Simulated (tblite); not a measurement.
# C7H12AlB: the cost of one run

Computed with tblite 0.8.0 and PySCF 2.14.0, with density-fitted response routines of our own, on a single molecule in the gas phase. Atoms count from 0, in the outputs and in this text.

## 1. Starting geometry

21 atoms, charge 0, multiplicity 1; geometry from: force field or distance geometry start.

Bonds of the start (Å): C0–C1 1.22, C1–B2 1.52, B2–C3 1.60, C3–Al4 2.02, C3–C5 1.56, C5–C6 1.54, C5–C7 1.51, C7–C8 1.34, C0–H9 1.05, B2–H10 1.19, C3–H11 1.12, Al4–H12 1.59, Al4–H13 1.59, C5–H14 1.12, C6–H15 1.10, C6–H16 1.11, C6–H17 1.11, C7–H18 1.09, C8–H19 1.09, C8–H20 1.07.

## 2. Optimising the geometry with GFN2-xTB

What the job is given:

```
{"job": {"kind": "relax", "xc": "GFN2-xTB", "basis": "xTB"}, "charge": 0, "multiplicity": 1}
C      3.695400    -0.800500    -1.370600
C      2.775100    -0.069500    -1.053600
B      1.632700     0.842100    -0.624800
C      0.473500     0.319700     0.341900
Al     0.598900     1.465600     2.005500
C     -0.934800     0.341900    -0.317900
C     -0.996000    -0.529900    -1.583900
C     -2.016800    -0.069500     0.653800
C     -2.068000    -1.291100     1.212800
H      4.478800    -1.434500    -1.651400
H      1.548300     1.930000    -1.090200
H      0.719200    -0.728500     0.662100
H      1.968700     1.554300     2.816900
H     -0.684300     2.254800     2.512500
H     -1.151000     1.398200    -0.623200
H     -0.347000    -0.118000    -2.365100
H     -0.671900    -1.569300    -1.356700
H     -2.035800    -0.562000    -1.977000
H     -2.797800     0.649300     0.903300
H     -2.871300    -1.532100     1.904400
H     -1.324800    -2.033800     1.000500
```

The run is started by

```bash
$ OMP_NUM_THREADS=1 python probes_run.py task.json out
```

This one command runs all jobs of the session in turn.

**Question.** How long does this first job take on 1 thread of Arm Neoverse V1, shared host, and how much memory does it need?

About 1.3 s, with a peak of 0.18 GiB.
